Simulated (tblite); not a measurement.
# C5H13BBrN: the cost of one run

Programs: tblite 0.8.0 and PySCF 2.14.0, with density-fitted response routines of our own. Each step states its level of theory. These are calculated values for one molecule in the gas phase, unless marked as measured. Atoms are numbered from 0 throughout.

## 1. The starting structure

21 atoms, charge 0, multiplicity 1; geometry from: force field or distance geometry start.

Bonds of the start (Å): C0–N1 1.46, N1–C2 1.44, N1–B3 1.51, B3–Br4 2.00, B3–C5 1.54, C5–C6 1.53, C6–C7 1.50, C7–C5 1.50, C0–H8 1.12, C0–H9 1.11, C0–H10 1.11, N1–H11 1.05, C2–H12 1.13, C2–H13 1.10, C2–H14 1.11, B3–H15 1.21, C5–H16 1.12, C6–H17 1.11, C6–H18 1.11, C7–H19 1.12, C7–H20 1.10.

## 2. Relaxing the molecule with GFN2-xTB

What the job is given:

```
{"job": {"kind": "relax", "xc": "GFN2-xTB", "basis": "xTB"}, "charge": 0, "multiplicity": 1}
C     -1.877900    -0.816000     0.752600
N     -0.913200     0.175400     0.275900
C     -1.707100     1.148900    -0.435300
B      0.045300    -0.582100    -0.608400
Br    -0.702100    -0.634200    -2.466000
C      1.512600    -0.109100    -0.658200
C      2.376800    -0.554900     0.517500
C      2.140200     0.904000     0.249000
H     -2.381600    -1.189500    -0.174500
H     -2.616100    -0.334000     1.430200
H     -1.372900    -1.689700     1.207800
H     -0.455400     0.656800     1.094100
H     -2.631800     1.373700     0.182700
H     -1.180300     2.096100    -0.611000
H     -2.100200     0.737900    -1.389200
H      0.032000    -1.730900    -0.216600
H      2.044700    -0.283300    -1.623900
H      3.361100    -1.018400     0.308800
H      1.826400    -1.014600     1.370500
H      3.031400     1.407100    -0.198500
H      1.559000     1.473400     0.991900
```

Started as:

```console
$ OMP_NUM_THREADS=1 python probes_run.py task.json out
```

This one command runs all jobs of the session in turn.

Q: Estimate the wall time and peak memory of this first job on 1 thread of AMD EPYC, shared host.

About 5.4 s, with a peak of 0.18 GiB.
